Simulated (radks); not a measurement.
# Filling a parabolic well with ω = 1.04 hartree*, with a point charge of +1 at the centre, 1 to 12 electrons, part 2 of 2

radks, non-relativistic spin-polarised Kohn-Sham, LDA (Slater exchange, Perdew-Wang correlation), spherically averaged shells. The steps go on from the part before.

**11. Electron number 10**

Trying: add 2s down. Settings of this run:

```ini
kind = parabolic
xc = PW
omega = 1.04  # hartree
z = 1  # e
electrons = 10
background = 0  # e
configuration = 1s2 1p6 2s2
```

From the run's result record (rounded, not every field):

```text
{
  "status": "converged",
  "energy_total [hartree]": 41.7182446,
  "energy_kinetic [hartree]": 9.961637,
  "energy_external [hartree]": 9.356102,
  "energy_hartree [hartree]": 26.92482,
  "energy_xc [hartree]": -4.524319,
  "energy_background [hartree]": 0.0,
  "orbitals [level, occupation, hartree, mean radius in bohr]": [
    ["1s up", 1, 5.96343, 1.2448],
    ["1p up", 3, 6.75775, 1.76167],
    ["2s up", 1, 7.3863, 1.77019],
    ["1s down", 1, 5.96343, 1.2448],
    ["1p down", 3, 6.75775, 1.76167],
    ["2s down", 1, 7.3863, 1.77019]
  ],
  "r2_mean [bohr^2]": 3.205923,
  "mag [bohr magneton]": 0,
  "err": 1.3e-09,
  "alpha [bohr^3]": 7.749077
}
```

Trying: add 1d up. Changed: configuration = 1s2 1p6 1d(up 1, down 0) 2s(up 1, down 0).

Result:

```text
{
  "status": "converged",
  "energy_total [hartree]": 41.8137084,
  "energy_kinetic [hartree]": 9.927913,
  "energy_external [hartree]": 9.709924,
  "energy_hartree [hartree]": 26.69983,
  "energy_xc [hartree]": -4.523954,
  "energy_background [hartree]": 0.0,
  "orbitals [level, occupation, hartree, mean radius in bohr]": [
    ["1s up", 1, 5.88584, 1.19956],
    ["1p up", 3, 6.72838, 1.75009],
    ["1d up", 1, 7.47082, 2.05035],
    ["2s up", 1, 7.31559, 1.77147],
    ["1s down", 1, 5.94351, 1.21593],
    ["1p down", 3, 6.77119, 1.74574]
  ],
  "r2_mean [bohr^2]": 3.209343,
  "mag [bohr magneton]": 2,
  "err": 7.2e-11
}
```

Trying: add 1d down. Changed: configuration = 1s2 1p6 1d(up 0, down 1) 2s(up 1, down 0).

Result:

```text
{
  "status": "converged",
  "energy_total [hartree]": 41.8327376,
  "energy_kinetic [hartree]": 9.924575,
  "energy_external [hartree]": 9.720262,
  "energy_hartree [hartree]": 26.69244,
  "energy_xc [hartree]": -4.504545,
  "energy_background [hartree]": 0.0,
  "orbitals [level, occupation, hartree, mean radius in bohr]": [
    ["1s up", 1, 5.89842, 1.19084],
    ["1p up", 3, 6.75135, 1.74696],
    ["2s up", 1, 7.33248, 1.77703],
    ["1s down", 1, 5.92697, 1.22447],
    ["1p down", 3, 6.7447, 1.7495],
    ["1d down", 1, 7.48797, 2.04758]
  ],
  "r2_mean [bohr^2]": 3.210569,
  "mag [bohr magneton]": 0,
  "err": 8.4e-11
}
```

Trying: move 2s up to 1d up. Changed: configuration = 1s2 1p6 1d(up 1, down 0) 2s(up 0, down 1).

Result:

```text
{
  "status": "converged",
  "energy_total [hartree]": 41.8327376,
  "energy_kinetic [hartree]": 9.924575,
  "energy_external [hartree]": 9.720262,
  "energy_hartree [hartree]": 26.69244,
  "energy_xc [hartree]": -4.504545,
  "energy_background [hartree]": 0.0,
  "orbitals [level, occupation, hartree, mean radius in bohr]": [
    ["1s up", 1, 5.92697, 1.22447],
    ["1p up", 3, 6.7447, 1.7495],
    ["1d up", 1, 7.48797, 2.04758],
    ["1s down", 1, 5.89842, 1.19084],
    ["1p down", 3, 6.75135, 1.74696],
    ["2s down", 1, 7.33248, 1.77703]
  ],
  "r2_mean [bohr^2]": 3.210569,
  "mag [bohr magneton]": 0,
  "err": 8.4e-11
}
```

Trying: move 2s down to 1d up: the same state as a run above.

Trying: move 2s down to 1d down: the same state as a run above.

| candidate | configuration | above the lowest (hartree*) |
| --- | --- | --- |
| add 2s down | 1s2 1p6 2s2 | lowest |
| add 1d up | 1s2 1p6 1d(up 1, down 0) 2s(up 1, down 0) | 0.0955 |
| add 1d down | 1s2 1p6 1d(up 0, down 1) 2s(up 1, down 0) | 0.114 |
| move 2s up to 1d up | 1s2 1p6 1d(up 1, down 0) 2s(up 0, down 1) | 0.114 |
| move 2s down to 1d up | 1s2 1p6 1d(up 1, down 0) 2s(up 1, down 0) | 0.0955 |
| move 2s down to 1d down | 1s2 1p6 1d(up 0, down 1) 2s(up 1, down 0) | 0.114 |

The series goes on from 1s2 1p6 2s2.

**12. Electron number 11**

Trying: add 1d up. Settings of this run:

```ini
kind = parabolic
xc = PW
omega = 1.04  # hartree
z = 1  # e
electrons = 11
background = 0  # e
configuration = 1s2 1p6 1d(up 1, down 0) 2s2
```

From the run's result record (rounded, not every field):

```text
{
  "status": "converged",
  "energy_total [hartree]": 49.4033856,
  "energy_kinetic [hartree]": 11.05998,
  "energy_external [hartree]": 11.869,
  "energy_hartree [hartree]": 31.45236,
  "energy_xc [hartree]": -4.97796,
  "energy_background [hartree]": 0.0,
  "orbitals [level, occupation, hartree, mean radius in bohr]": [
    ["1s up", 1, 6.39524, 1.26372],
    ["1p up", 3, 7.16569, 1.7874],
    ["1d up", 1, 7.87858, 2.08035],
    ["2s up", 1, 7.77686, 1.78553],
    ["1s down", 1, 6.40999, 1.25558],
    ["1p down", 3, 7.18889, 1.78482],
    ["2s down", 1, 7.79381, 1.7911]
  ],
  "r2_mean [bohr^2]": 3.408459,
  "mag [bohr magneton]": 1,
  "err": 3e-10
}
```

Trying: add 1f up. Changed: configuration = 1s2 1p6 2s2 1f(up 1, down 0).

Result:

```text
{
  "status": "converged",
  "energy_total [hartree]": 50.1619656,
  "energy_kinetic [hartree]": 11.59304,
  "energy_external [hartree]": 12.33258,
  "energy_hartree [hartree]": 31.17161,
  "energy_xc [hartree]": -4.935265,
  "energy_background [hartree]": 0.0,
  "orbitals [level, occupation, hartree, mean radius in bohr]": [
    ["1s up", 1, 6.3664, 1.25711],
    ["1p up", 3, 7.14416, 1.78303],
    ["2s up", 1, 7.75386, 1.78664],
    ["1f up", 1, 8.61987, 2.30894],
    ["1s down", 1, 6.3752, 1.24831],
    ["1p down", 3, 7.16311, 1.77633],
    ["2s down", 1, 7.77236, 1.78935]
  ],
  "r2_mean [bohr^2]": 3.480703,
  "mag [bohr magneton]": 1,
  "err": 2.9e-10
}
```

Trying: move 2s down to 1d up. Changed: configuration = 1s2 1p6 1d(up 2, down 0) 2s(up 1, down 0).

Result:

```text
{
  "status": "converged",
  "energy_total [hartree]": 49.4801829,
  "energy_kinetic [hartree]": 11.02937,
  "energy_external [hartree]": 12.21101,
  "energy_hartree [hartree]": 31.24088,
  "energy_xc [hartree]": -5.00108,
  "energy_background [hartree]": 0.0,
  "orbitals [level, occupation, hartree, mean radius in bohr]": [
    ["1s up", 1, 6.32111, 1.21626],
    ["1p up", 3, 7.1399, 1.77537],
    ["1d up", 2, 7.86159, 2.07617],
    ["2s up", 1, 7.70929, 1.78821],
    ["1s down", 1, 6.39085, 1.22608],
    ["1p down", 3, 7.20278, 1.76882]
  ],
  "r2_mean [bohr^2]": 3.410481,
  "mag [bohr magneton]": 3,
  "err": 2e-10
}
```

Trying: move 2s down to 1d down. Changed: configuration = 1s2 1p6 1d(up 1, down 1) 2s(up 1, down 0).

Result:

```text
{
  "status": "converged",
  "energy_total [hartree]": 49.5225061,
  "energy_kinetic [hartree]": 11.02128,
  "energy_external [hartree]": 12.23012,
  "energy_hartree [hartree]": 31.22843,
  "energy_xc [hartree]": -4.957321,
  "energy_background [hartree]": 0.0,
  "orbitals [level, occupation, hartree, mean radius in bohr]": [
    ["1s up", 1, 6.33167, 1.20816],
    ["1p up", 3, 7.15961, 1.77275],
    ["1d up", 1, 7.88312, 2.07686],
    ["2s up", 1, 7.72316, 1.79338],
    ["1s down", 1, 6.37403, 1.23467],
    ["1p down", 3, 7.17625, 1.77253],
    ["1d down", 1, 7.9003, 2.07425]
  ],
  "r2_mean [bohr^2]": 3.412896,
  "mag [bohr magneton]": 1,
  "err": 4.6e-10
}
```

| candidate | configuration | above the lowest (hartree*) |
| --- | --- | --- |
| add 1d up | 1s2 1p6 1d(up 1, down 0) 2s2 | lowest |
| add 1f up | 1s2 1p6 2s2 1f(up 1, down 0) | 0.759 |
| move 2s down to 1d up | 1s2 1p6 1d(up 2, down 0) 2s(up 1, down 0) | 0.0768 |
| move 2s down to 1d down | 1s2 1p6 1d(up 1, down 1) 2s(up 1, down 0) | 0.119 |

Lowest: 1s2 1p6 1d(up 1, down 0) 2s2.

**13. Electron number 12**

Trying: add 1d up. Settings of this run:

```ini
kind = parabolic
xc = PW
omega = 1.04  # hartree
z = 1  # e
electrons = 12
background = 0  # e
configuration = 1s2 1p6 1d(up 2, down 0) 2s2
```

From the run's result record (rounded, not every field):

```text
{
  "status": "converged",
  "energy_total [hartree]": 57.4745133,
  "energy_kinetic [hartree]": 12.11254,
  "energy_external [hartree]": 14.50231,
  "energy_hartree [hartree]": 36.31104,
  "energy_xc [hartree]": -5.451384,
  "energy_background [hartree]": 0.0,
  "orbitals [level, occupation, hartree, mean radius in bohr]": [
    ["1s up", 1, 6.82048, 1.28141],
    ["1p up", 3, 7.56942, 1.81217],
    ["1d up", 2, 8.26315, 2.10551],
    ["2s up", 1, 8.16385, 1.80105],
    ["1s down", 1, 6.84819, 1.26578],
    ["1p down", 3, 7.61271, 1.80755],
    ["2s down", 1, 8.19519, 1.81188]
  ],
  "r2_mean [bohr^2]": 3.594626,
  "mag [bohr magneton]": 2,
  "err": 1.6e-09
}
```

Trying: add 1d down. Changed: configuration = 1s2 1p6 1d(up 1, down 1) 2s2.

Result:

```text
{
  "status": "converged",
  "energy_total [hartree]": 57.4975826,
  "energy_kinetic [hartree]": 12.10806,
  "energy_external [hartree]": 14.51101,
  "energy_hartree [hartree]": 36.30581,
  "energy_xc [hartree]": -5.427306,
  "energy_background [hartree]": 0.0,
  "orbitals [level, occupation, hartree, mean radius in bohr]": [
    ["1s up", 1, 6.83315, 1.27398],
    ["1p up", 3, 7.58942, 1.81008],
    ["1d up", 1, 8.28453, 2.10641],
    ["2s up", 1, 8.17797, 1.80612],
    ["1s down", 1, 6.83315, 1.27398],
    ["1p down", 3, 7.58942, 1.81008],
    ["1d down", 1, 8.28453, 2.10641],
    ["2s down", 1, 8.17797, 1.80612]
  ],
  "r2_mean [bohr^2]": 3.595818,
  "mag [bohr magneton]": 0,
  "err": 6.3e-11
}
```

Trying: add 1f up. Changed: configuration = 1s2 1p6 1d(up 1, down 0) 2s2 1f(up 1, down 0).

Result:

```text
{
  "status": "converged",
  "energy_total [hartree]": 58.2153486,
  "energy_kinetic [hartree]": 12.64211,
  "energy_external [hartree]": 14.95698,
  "energy_hartree [hartree]": 36.02625,
  "energy_xc [hartree]": -5.409996,
  "energy_background [hartree]": 0.0,
  "orbitals [level, occupation, hartree, mean radius in bohr]": [
    ["1s up", 1, 6.79282, 1.27485],
    ["1p up", 3, 7.54876, 1.80757],
    ["1d up", 1, 8.24587, 2.10254],
    ["2s up", 1, 8.14222, 1.80182],
    ["1f up", 1, 8.98773, 2.33303],
    ["1s down", 1, 6.81505, 1.25863],
    ["1p down", 3, 7.58822, 1.79908],
    ["2s down", 1, 8.17491, 1.81013]
  ],
  "r2_mean [bohr^2]": 3.659765,
  "mag [bohr magneton]": 2,
  "err": 1.5e-09
}
```

Trying: move 1d up to 1d down: the same state as a run above.

Trying: move 2s down to 1d up. Changed: configuration = 1s2 1p6 1d(up 3, down 0) 2s(up 1, down 0).

Result:

```text
{
  "status": "converged",
  "energy_total [hartree]": 57.5356989,
  "energy_kinetic [hartree]": 12.08431,
  "energy_external [hartree]": 14.83381,
  "energy_hartree [hartree]": 36.11226,
  "energy_xc [hartree]": -5.494682,
  "energy_background [hartree]": 0.0,
  "orbitals [level, occupation, hartree, mean radius in bohr]": [
    ["1s up", 1, 6.74923, 1.23198],
    ["1p up", 3, 7.54641, 1.79984],
    ["1d up", 3, 8.2488, 2.10145],
    ["2s up", 1, 8.09876, 1.80498],
    ["1s down", 1, 6.82966, 1.23566],
    ["1p down", 3, 7.6269, 1.79148]
  ],
  "r2_mean [bohr^2]": 3.595638,
  "mag [bohr magneton]": 4,
  "err": 3.8e-10
}
```

Trying: move 2s down to 1d down. Changed: configuration = 1s2 1p6 1d(up 2, down 1) 2s(up 1, down 0).

Result:

```text
{
  "status": "converged",
  "energy_total [hartree]": 57.5981099,
  "energy_kinetic [hartree]": 12.07246,
  "energy_external [hartree]": 14.8604,
  "energy_hartree [hartree]": 36.09523,
  "energy_xc [hartree]": -5.429975,
  "energy_background [hartree]": 0.0,
  "orbitals [level, occupation, hartree, mean radius in bohr]": [
    ["1s up", 1, 6.75821, 1.22431],
    ["1p up", 3, 7.56365, 1.79755],
    ["1d up", 2, 8.26757, 2.10216],
    ["2s up", 1, 8.11043, 1.80983],
    ["1s down", 1, 6.81272, 1.24432],
    ["1p down", 3, 7.60046, 1.79513],
    ["1d down", 1, 8.30634, 2.10048]
  ],
  "r2_mean [bohr^2]": 3.598889,
  "mag [bohr magneton]": 2,
  "err": 7.3e-10
}
```

| candidate | configuration | above the lowest (hartree*) |
| --- | --- | --- |
| add 1d up | 1s2 1p6 1d(up 2, down 0) 2s2 | lowest |
| add 1d down | 1s2 1p6 1d(up 1, down 1) 2s2 | 0.0231 |
| add 1f up | 1s2 1p6 1d(up 1, down 0) 2s2 1f(up 1, down 0) | 0.741 |
| move 1d up to 1d down | 1s2 1p6 1d(up 1, down 1) 2s2 | 0.0231 |
| move 2s down to 1d up | 1s2 1p6 1d(up 3, down 0) 2s(up 1, down 0) | 0.0612 |
| move 2s down to 1d down | 1s2 1p6 1d(up 2, down 1) 2s(up 1, down 0) | 0.124 |

Lowest: 1s2 1p6 1d(up 2, down 0) 2s2.

From the same record, its empty bound levels (hartree) and its density (bohr, e/bohr³):

```text
empty: [["1f up", 9.003], ["2p up", 9.1396], ["1g up", 9.7877], ["1d down", 8.3095], ["1f down", 9.0479], ["2p down", 9.1687], ["1g down", 9.8289]]
r: [0.07584, 0.2664, 0.457, 0.6475, 0.8381, 1.029, 1.219, 1.41, 1.6, 1.791, 1.982, 2.172, 2.363, 2.553, 2.744, 2.934, 3.125, 3.315, 3.506, 3.697]
n: [1.385, 0.9439, 0.6494, 0.4593, 0.3426, 0.2754, 0.2384, 0.2152, 0.1945, 0.1695, 0.1392, 0.1062, 0.07447, 0.04793, 0.0281, 0.01507, 0.007348, 0.00328, 0.001332, 0.0004935]
```

**14. Collected**

| N | configuration | unpaired | chemical potential (hartree*) | addition energy (hartree*) | rms radius (bohr*) |
| --- | --- | --- | --- | --- | --- |
| 1 | 1s(up 1, down 0) | 1 | 0.2670 | 0.932 | 0.975 |
| 2 | 1s2 | 0 | 1.199 | 1.89 | 1.06 |
| 3 | 1s2 1p(up 1, down 0) | 1 | 3.092 | 0.503 | 1.27 |
| 4 | 1s2 1p(up 2, down 0) | 2 | 3.595 | 0.507 | 1.39 |
| 5 | 1s2 1p(up 3, down 0) | 3 | 4.102 | 0.632 | 1.47 |
| 6 | 1s2 1p(up 3, down 1) | 2 | 4.734 | 0.457 | 1.54 |
| 7 | 1s2 1p(up 3, down 2) | 1 | 5.191 | 0.459 | 1.60 |
| 8 | 1s2 1p6 | 0 | 5.650 | 1.06 | 1.66 |
| 9 | 1s2 1p6 2s(up 1, down 0) | 1 | 6.709 | 0.470 | 1.73 |
| 10 | 1s2 1p6 2s2 | 0 | 7.179 | 0.506 | 1.79 |
| 11 | 1s2 1p6 1d(up 1, down 0) 2s2 | 1 | 7.685 | 0.386 | 1.85 |
| 12 | 1s2 1p6 1d(up 2, down 0) 2s2 | 2 | 8.071 | - | 1.90 |

Chemical potential E(N) - E(N-1); addition energy E(N+1) + E(N-1) - 2E(N).

Density of N = 12:

r (bohr*), 4πr² × density and a bar:
```
     0.08       0.10 
     0.36       1.28 #####
     0.65       2.42 ##########
     0.93       3.33 ###############
     1.22       4.45 ###################
     1.50       5.84 ##########################
     1.79       6.83 ##############################
     2.08       6.66 #############################
     2.36       5.23 #######################
     2.65       3.28 ##############
     2.93       1.63 #######
     3.22       0.65 ###
     3.51       0.21 #
     3.79       0.05
```

**15. What came out**

The summary covers parts 1 to 2.

| quantity | value |
| --- | --- |
| closed shells at N | 2, 8 and 10 |
| largest addition energy | 1.89 hartree* at N = 2 (of N = 1 to 11) |
| most unpaired electrons | 3 at N = 5 |
| polarisability at N = 2 | 0.9450 bohr*³ |
| configuration at N = 12 | 1s2 1p6 1d(up 2, down 0) 2s2 |

What this shows: All occupied shells are full at N = 2, 8 and 10; the largest second difference falls on N = 2. The largest moment in range is 3, first at N = 5: exchange favours parallel spins in open shells. Spherical averaging forbids deformation, and the greedy search can miss a lower configuration.
